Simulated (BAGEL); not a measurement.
**GaClF (SMILES [F][Ga][Cl]) at UHF/cc-pVTZ (density fitting with qzvpp-jkfit)**

Aim: the vertical doublet–quartet gap of GaClF at UHF/cc-pVTZ (density fitting with qzvpp-jkfit), from 2 runs. 

Program for the calculation: BAGEL 1.2.2.

4 further runs of the same task are left out: 2 that didn't finish, 2 set aside as unsound or not needed. Runs told in other sessions of the task aren't counted.

**1. The structure to begin with**

GaClF has 3 atoms, charge 0, and is taken as a doublet. SMILES: `[F][Ga][Cl]`. The shape is that of a PBE0-D4/def2-TZVP optimisation.

Bond lengths: F1–Ga2 1.758 Å, Ga2–Cl3 2.157 Å. Angles: F1–Ga2–Cl3 117.7°.

**2. A single-point energy at UHF/cc-pVTZ (density fitting with qzvpp-jkfit)**

The input, input.json:

```json
{ "bagel" : [

{
  "title" : "molecule",
  "basis" : "cc-pvtz.json",
  "df_basis" : "qzvpp-jkfit",
  "angstrom" : true,
  "geometry" : [
    { "atom" : "F", "xyz" : [   -1.421100,    0.295900,   -0.754800 ] },
    { "atom" : "Ga", "xyz" : [    0.066400,    0.649600,    0.112200 ] },
    { "atom" : "Cl", "xyz" : [    1.343900,   -1.010300,    0.629300 ] }
  ]
},
{ "title" : "uhf", "nopen" : 1 },
{ "title" : "print", "file" : "orbitals.molden", "orbitals" : true }

]}
```

The basis set cc-pVTZ is read from a file made from the Basis Set Exchange's data (not shown).

Launch:

```sh
$ BAGEL_NUM_THREADS=1 BAGEL input.json > input.out
```

Standard output:

```text
* using 1 threads per process

  ===============================================================
  ===============================================================

  *** Geometry ***

  { "atom" : "F", "xyz" : [     -2.685490,      0.559170,     -1.426365 ] },
  { "atom" : "Ga", "xyz" : [      0.125478,      1.227566,      0.212027 ] },
  { "atom" : "Cl", "xyz" : [      2.539603,     -1.909190,      1.189205 ] },

  Number of auxiliary basis functions:      471

  Since a DF basis is specified, we compute 2- and 3-index integrals:
    o Being stored without compression. Storage requirement is 0.043 GB

  Number of basis functions:      107
  Number of electrons      :       57

    * METHOD: MOLECULE                             0.21

  *** Open-shell HF ***

  === Nuclear Repulsion ===
   237.3786790534

      * DIIS with orbital gradients will be used.

  === UHF iteration (cc-pvtz.json) ===
      0      -2482.12720882          0.03538965           0.16
      1      -2482.22847835          0.03162709           0.15
      2      -2482.29662873          0.02059523           0.16
      3      -2482.36527035          0.00133755           0.16
      4      -2482.36637995          0.00050132           0.16
      5      -2482.36660541          0.00019649           0.15
      6      -2482.36665771          0.00005898           0.15
      7      -2482.36666619          0.00002200           0.16
      8      -2482.36666795          0.00001140           0.16
      9      -2482.36666844          0.00000441           0.16
     10      -2482.36666849          0.00000127           0.16
     11      -2482.36666849          0.00000050           0.16
     12      -2482.36666849          0.00000026           0.16
     13      -2482.36666849          0.00000013           0.15
     14      -2482.36666849          0.00000007           0.16
     15      -2482.36666849          0.00000004           0.16
     16      -2482.36666849          0.00000002           0.16
     17      -2482.36666849          0.00000001           0.16
    * SCF iteration converged.

    * S^2 (UHF) is 0.7561

    * Permanent dipole moment:
           (   -0.357091,    -0.841517,    -0.295789) a.u.

    * METHOD: UHF                                  3.04

    * METHOD: PRINT                                0.01

  ===============================================================
```

Wall time 3.6 s (1 thread of Intel Xeon 6975P-C (Granite Rapids), shared host).

**3. The quartet at the same level**

The input, input.json:

```json
{ "bagel": [

{
  "title": "molecule",
  "basis": "cc-pvtz.json",
  "df_basis": "qzvpp-jkfit",
  "angstrom": "true",
  "geometry": [
    { "atom": "F", "xyz": [      -1.421100,       0.295900,      -0.754800 ] },
    { "atom": "Ga", "xyz": [       0.066400,       0.649600,       0.112200 ] },
    { "atom": "Cl", "xyz": [       1.343900,      -1.010300,       0.629300 ] }
  ]
},

{ "title": "uhf", "nopen": 3 },

{ "title": "print", "file": "orbitals.molden", "orbitals": "true" }

]}
```

The basis set cc-pVTZ is read from a file made from the Basis Set Exchange's data (not shown).

Launch:

```sh
$ BAGEL_NUM_THREADS=1 BAGEL input.json > input.out
```

Standard output:

```text
* using 1 threads per process

  ===============================================================
  ===============================================================

  *** Geometry ***

  { "atom" : "F", "xyz" : [     -2.685490,      0.559170,     -1.426365 ] },
  { "atom" : "Ga", "xyz" : [      0.125478,      1.227566,      0.212027 ] },
  { "atom" : "Cl", "xyz" : [      2.539603,     -1.909190,      1.189205 ] },

  Number of auxiliary basis functions:      471

  Since a DF basis is specified, we compute 2- and 3-index integrals:
    o Being stored without compression. Storage requirement is 0.043 GB

  Number of basis functions:      107
  Number of electrons      :       57

    * METHOD: MOLECULE                             0.28

  *** Open-shell HF ***

  === Nuclear Repulsion ===
   237.3786790534

      * DIIS with orbital gradients will be used.

  === UHF iteration (cc-pvtz.json) ===
      0      -2481.89028542          0.03524411           0.16
      1      -2481.97702701          0.03553625           0.16
      2      -2482.06621898          0.02344338           0.16
      3      -2482.15888567          0.00175937           0.16
      4      -2482.16101031          0.00062524           0.16
      5      -2482.16133891          0.00027042           0.16
      6      -2482.16141670          0.00015785           0.16
      7      -2482.16144817          0.00011694           0.16
      8      -2482.16147324          0.00008940           0.16
      9      -2482.16149700          0.00006063           0.17
     10      -2482.16151340          0.00002891           0.16
     11      -2482.16151613          0.00001271           0.16
     12      -2482.16151662          0.00000668           0.17
     13      -2482.16151681          0.00000283           0.16
     14      -2482.16151684          0.00000127           0.17
     15      -2482.16151684          0.00000069           0.16
     16      -2482.16151684          0.00000050           0.16
     17      -2482.16151684          0.00000039           0.16
     18      -2482.16151684          0.00000029           0.17
     19      -2482.16151684          0.00000021           0.16
     20      -2482.16151684          0.00000011           0.15
     21      -2482.16151684          0.00000005           0.16
     22      -2482.16151684          0.00000003           0.16
     23      -2482.16151684          0.00000001           0.16
     24      -2482.16151684          0.00000001           0.16
    * SCF iteration converged.

    * S^2 (UHF) is 3.7623

    * Permanent dipole moment:
           (   -1.623312,     1.049355,    -0.779867) a.u.

    * METHOD: UHF                                  4.27

    * METHOD: PRINT                                0.01

  ===============================================================
```

Run time: 4.8 s. Hardware: 1 thread of Intel Xeon 6975P-C (Granite Rapids), shared host.

**4. Results**

At UHF/cc-pVTZ (density fitting with qzvpp-jkfit):

| quantity | value |
| --- | --- |
| doublet: total energy | -2482.36667 Eh |
| doublet: dipole moment | 2.44 D |
| doublet: ⟨S²⟩ | 0.756 |
| quartet: total energy | -2482.16152 Eh |
| quartet: dipole moment | 5.30 D |
| quartet: ⟨S²⟩ | 3.762 |
| vertical energy of the quartet above the doublet | 5.582 eV |

What this shows: At this shape the quartet lies 5.58 eV (129 kcal/mol) above the doublet.
